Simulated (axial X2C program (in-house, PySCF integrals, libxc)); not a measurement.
**HfBr: the levels of the configuration d1 s2 p(π)0**

Which Ω levels does HfBr have in the configuration d1 s2 p(π)0, and how far apart?

Program: an in-house X2C program for linear molecules on PySCF integrals. Level of theory: two-component X2C, average-of-configuration Hartree–Fock and CI in the open shells. These are calculated values, not measurements.

All values are calculated.

## Step 1: The job

Contents of task.json:

```json
{"zs": [72, 35], "q": 0, "bas": ["dyall-v3z", "dyall-v3z"], "r0": 2.66, "metal": 0, "shells": [[2, [0, 1, 2], 1], [0, [0], 2], [1, [1], 0]], "fix": 0, "emax": 3.2, "nroots": 4}
```

Keys: zs atomic numbers; q charge; bas basis sets; r0 starting distance in Å; metal index of the metal atom; shells open shells as [l, |m| values, electrons]; fix electron count of the first shell held; emax energy window in eV; nroots roots for each Ω.

The run is started by

```bash
$ python soci.py task.json out
```

Two-component X2C with atomic mean-field Coulomb and Gaunt terms, basis Hf dyall-v3z, Br dyall-v3z (cores contracted in-house). Orbitals come from Hartree–Fock averaged over the configuration Hf d1 s2 p(π)0; CI then distributes these electrons over the d, s, p(π) shells of Hf.

## Step 2: CI at R = 2.545 Å

Output:

```text
average of configuration d1 s2 p(π)0
basis functions 239  fitting functions 1399
iter      average energy  largest gradient
   1     -17674.858029910   6.39e+00
   2     -17675.100000079   3.08e-02
   3     -17675.100370580   9.45e-03
   4     -17675.100381260   1.22e-03
   5     -17675.100388934   2.01e-03
   6     -17675.100390177   2.39e-04
   7     -17675.100390951   4.33e-04
   8     -17675.100391294   1.26e-04
   9     -17675.100391347   3.88e-05
  10     -17675.100391383   4.21e-05
  11     -17675.100391392   3.34e-05
  12     -17675.100391396   6.50e-06
converged
CI levels
2*Omega        energy/Eh    cm-1   g(par)  dipole/D  leading shell counts
    3    -17675.14410559        0   2.108   -2.503  {'1 2 0': 0.887, '2 1 0': 0.047}
    5    -17675.13274632     2493   6.004   -2.513  {'1 2 0': 0.88, '2 1 0': 0.055}
    1    -17675.13121400     2829   0.243   -1.907  {'1 2 0': 0.863, '2 1 0': 0.064}
    3    -17675.12170896     4915   3.892   -2.198  {'1 2 0': 0.851, '2 1 0': 0.075}
    1    -17675.11108940     7246   1.749   -1.231  {'1 2 0': 0.83, '2 1 0': 0.107}
    3    -17675.09355474    11095   0.246   -0.951  {'2 1 0': 0.893, '1 1 1': 0.093}
    5    -17675.08882136    12133   4.323   -1.003  {'2 1 0': 0.912, '1 1 1': 0.074}
    1    -17675.08612706    12725   0.482   -0.889  {'2 1 0': 0.934, '1 1 1': 0.036}
    3    -17675.08363487    13272   3.911   -0.912  {'2 1 0': 0.933, '1 1 1': 0.042}
    7    -17675.08307744    13394   8.208   -1.108  {'2 1 0': 0.921, '1 1 1': 0.065}
    1    -17675.08160873    13716   1.275   -0.938  {'2 1 0': 0.945, '1 1 1': 0.031}
    5    -17675.07848416    14402   7.109   -0.860  {'2 1 0': 0.944, '1 1 1': 0.042}
    9    -17675.07659932    14816  11.987   -1.303  {'2 1 0': 0.922, '1 1 1': 0.062}
    7    -17675.06963105    16345   9.768   -0.841  {'2 1 0': 0.984}
    5    -17675.06923401    16432   6.558   -0.907  {'2 1 0': 0.963}
    7    -17675.03514239    23915   7.722   -2.451  {'2 1 0': 0.888, '3 0 0': 0.053}
    9    -17675.02765259    25558  10.035   -2.242  {'2 1 0': 0.889, '3 0 0': 0.073}
```

Dipoles in the output refer to the first atom as origin.

It took 4.1 s on 1 thread of Arm Neoverse N1, shared host; peak memory 0.45 GiB.

Active spinors (ω > 0; filled shells left out):

```
shell    ω  ε (eV)                    character
    d  1/2    0.84  71% Hf d, 21% Hf p, 3% Br p
    d  3/2    0.88                     99% Hf d
    d  5/2    1.10                    100% Hf d
    d  1/2    1.24           84% Hf d, 10% Hf p
    d  3/2    1.27            90% Hf d, 5% Hf p
 p(π)  1/2    1.82   86% Hf p, 6% Hf d, 3% Br p
 p(π)  3/2    2.00            86% Hf p, 6% Hf d
```

The levels:

```
  Ω  energy (cm⁻¹)     g∥  μ (D)               configuration
3/2              0   2.11  -2.50                   89% d1 s2
5/2           2493   6.00  -2.51        88% d1 s2 + 6% d2 s1
1/2           2829   0.24  -1.91        86% d1 s2 + 6% d2 s1
3/2           4915   3.89  -2.20        85% d1 s2 + 8% d2 s1
1/2           7246   1.75  -1.23       83% d1 s2 + 11% d2 s1
3/2          11095   0.25  -0.95  89% d2 s1 + 9% d1 s1 p(π)1
5/2          12133   4.32  -1.00  91% d2 s1 + 7% d1 s1 p(π)1
1/2          12725   0.48  -0.89                   93% d2 s1
3/2          13272   3.91  -0.91                   93% d2 s1
7/2          13394   8.21  -1.11  92% d2 s1 + 6% d1 s1 p(π)1
1/2          13716   1.27  -0.94                   94% d2 s1
5/2          14402   7.11  -0.86                   94% d2 s1
9/2          14816  11.99  -1.30  92% d2 s1 + 6% d1 s1 p(π)1
7/2          16345   9.77  -0.84                   98% d2 s1
5/2          16432   6.56  -0.91                   96% d2 s1
7/2          23915   7.72  -2.45           89% d2 s1 + 5% d3
9/2          25558  10.04  -2.24           89% d2 s1 + 7% d3
```

g∥ is the magnitude of 2⟨Lz + ge Sz⟩ for the +Ω component. μ is positive if the Br end is positive.

## Step 3: The same at R = 2.863 Å

```
  Ω  energy (cm⁻¹)    g∥  μ (D)               configuration
3/2              0  2.16  -4.48                   89% d1 s2
1/2           2258  0.28  -3.95        86% d1 s2 + 7% d2 s1
5/2           2634  6.00  -4.49        88% d1 s2 + 6% d2 s1
3/2           4385  3.85  -4.19        85% d1 s2 + 8% d2 s1
1/2           6397  1.72  -3.51       83% d1 s2 + 11% d2 s1
3/2           9719  0.26  -2.77  91% d2 s1 + 8% d1 s1 p(π)1
5/2          10711  4.33  -2.85  93% d2 s1 + 6% d1 s1 p(π)1
1/2          11023  0.85  -2.74                   94% d2 s1
3/2          11607  4.11  -2.76                   94% d2 s1
7/2          11923  8.20  -2.96  94% d2 s1 + 5% d1 s1 p(π)1
```

## Step 4: What came out

| quantity | value |
| --- | --- |
| lowest level of the model | Ω = 3/2, g∥ = 2.11, 89% d1 s2 |
| next level | Ω = 5/2, 2493 cm⁻¹ higher |

What this shows: In the lowest level ⟨Sz⟩ = -0.44 and ⟨Lz⟩ = 1.94; its leading determinant has weight 0.89 among 82. From 2.545 to 2.863 Å the gap from the lowest to the fifth level goes from 7246 to 6397 cm⁻¹. Dynamic correlation is missing, so gaps between terms are too wide and other configurations may lie lower; the lowest level listed is that of this model, not necessarily the ground state. For d shells the ligand-field splittings (σ, π, δ) and their order can be off by a thousand cm⁻¹ or more. At most 4 roots were kept for each Ω > 0 (twice that for Ω = 0) within 3.2 eV of the lowest, so higher up levels can be missing between those listed; levels with Ω > 0 are doubly degenerate and listed once, Ω = 0 levels singly. Some active spinors are only partly of the character that their shell is named for, so the shell names and counts are nominal. States that fill the shells left empty in the average are placed too high.
